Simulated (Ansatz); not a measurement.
# CaCdF4: the cell at several levels of theory

How does the equilibrium cell of CaCdF4, fluorite host depend on the functional? It is relaxed with PBE, r2SCAN and PBEsol. This is a trial cell built on a prototype, not taken from a measured structure, and it needn't be the compound's ground state.

The runs shown are made with Ansatz 0.2.0. PAW datasets, plane waves, zero pressure. All values are calculated for a non-magnetic cell, which may be hypothetical.

### Step 1. The structure to begin with

This is the cell as the run starts from it, not yet at rest; its lengths are not the crystal's.

Space group R-3m (No. 166), trigonal; conventional cell a = 3.730 Å, c = 18.274 Å, 12.23 Å³ an atom. Around Cd lie 8 F at 2.28 Å; around F lie 1 Cd at 2.28 Å and 3 Ca at 2.28 Å; around F lie 1 Ca at 2.28 Å and 3 Cd at 2.28 Å; around Ca lie 8 F at 2.28 Å.

Coordinates:

```
CELL_PARAMETERS angstrom
1.86512 1.07683 6.09145
-1.86512 1.07683 6.09145
0.00000 -2.15365 6.09145
ATOMIC_POSITIONS crystal
Cd 0.00000 0.00000 0.00000
F 0.12500 0.12500 0.12500
F 0.37500 0.37500 0.37500
Ca 0.50000 0.50000 0.50000
F 0.62500 0.62500 0.62500
F 0.87500 0.87500 0.87500
```

### Step 2. Relaxation with PBE

Input file input.yaml:

```yaml
crystal:
  lattice:
    - [1.86511841, 1.07682661, 6.0914512]
    - [-1.86511841, 1.07682661, 6.0914512]
    - [0.0, -2.15365323, 6.0914512]
  atoms:
    - { symbol: Cd, position: [0.0, 0.0, 0.0] }
    - { symbol: F, position: [0.125, 0.125, 0.125] }
    - { symbol: F, position: [0.375, 0.375, 0.375] }
    - { symbol: Ca, position: [0.5, 0.5, 0.5] }
    - { symbol: F, position: [0.625, 0.625, 0.625] }
    - { symbol: F, position: [0.875, 0.875, 0.875] }
kpoints:
  mp_grid: { grid: [8, 8, 8] }
hamiltonian:
  xc: pbe
scf:
  occupations: { method: fermi_dirac, width: 0.02 }
relax:
  f_tol: 0.005
  cell: {}
```

Run with:

```sh
> ansatz run input.yaml --threads 4 --pin off --max-ram 6451MiB --backend cpu --events-out ev --progress --plain --runs-dir out
```

Further steps of the session: r2SCAN: cell and atoms; PBEsol: cell and atoms.

Before running it: what results should come out? Wanted: for each run, a; c; volume; space group; SCF geometries.

As calculated:

```
 level  a (Å)   c (Å)  volume (Å³/atom)  space group  SCF geometries
   PBE  3.882  19.095            13.842         R-3m               8
r2SCAN  3.824  18.799            13.226         R-3m               5
PBEsol  3.815  18.776            13.150         R-3m               6
```

From the start to the first minimum the volume moved by +13.1 %. PBEsol gives the smallest cell and PBE the largest; they differ by 5.3 % in volume, a mean of 1.7 % in length.
